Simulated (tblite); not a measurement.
# C5H11GaO2Si: the cost of one run

Programs: tblite 0.8.0 and PySCF 2.14.0, with density-fitted response routines of our own. Each step states its level of theory. These are calculated values for one molecule in the gas phase, unless marked as measured. Atoms count from 0, in the outputs and in this text.

### Step 1. The molecule as given

20 atoms, charge 0, multiplicity 1; geometry from: force field or distance geometry start.

Bonds of the start (Å): C0–C1 1.50, C1–O2 1.24, C1–C3 1.48, C3–C4 1.34, C4–Ga5 2.02, Ga5–O6 1.87, O6–Si7 1.73, O6–C8 1.39, C8–C3 1.45, C0–H9 1.10, C0–H10 1.10, C0–H11 1.10, C4–H12 1.07, Ga5–H13 1.57, Ga5–H14 1.59, Si7–H15 1.47, Si7–H16 1.46, Si7–H17 1.46, C8–H18 1.14, C8–H19 1.11.

### Step 2. Geometry optimisation with GFN2-xTB

The job: settings as JSON, then the geometry in Å.

```
{"job": {"kind": "relax", "xc": "GFN2-xTB", "basis": "xTB"}, "charge": 0, "multiplicity": 1}
C      3.307500    -0.362400    -0.502600
C      1.924200    -0.182600    -1.041000
O      1.763700    -0.132100    -2.272800
C      0.758300    -0.074400    -0.135600
C      0.870100    -0.137300     1.195200
Ga    -1.053700     0.058100     1.771400
O     -1.569600    -0.565400     0.086900
Si    -3.107000     0.113300    -0.313300
C     -0.596500     0.120300    -0.625500
H      3.972800     0.265300    -1.119400
H      3.292200    -0.014600     0.541800
H      3.649000    -1.404700    -0.546600
H      1.721600    -0.249000     1.836200
H     -1.423600    -0.917500     2.944300
H     -1.343200     1.604500     1.978800
H     -3.423600    -0.292300    -1.688400
H     -4.152800    -0.441900     0.548700
H     -3.084800     1.577600    -0.314700
H     -0.853900     1.231900    -0.652200
H     -0.655900    -0.185900    -1.694300
```

Started as:

```console
$ OMP_NUM_THREADS=1 python probes_run.py task.json out
```

One launch serves the whole session: the jobs run in the order shown.

Q: Estimate the wall time and peak memory of this first job on 1 thread of Arm Neoverse N1, shared host.

About 2.3 s, with a peak of 0.18 GiB.
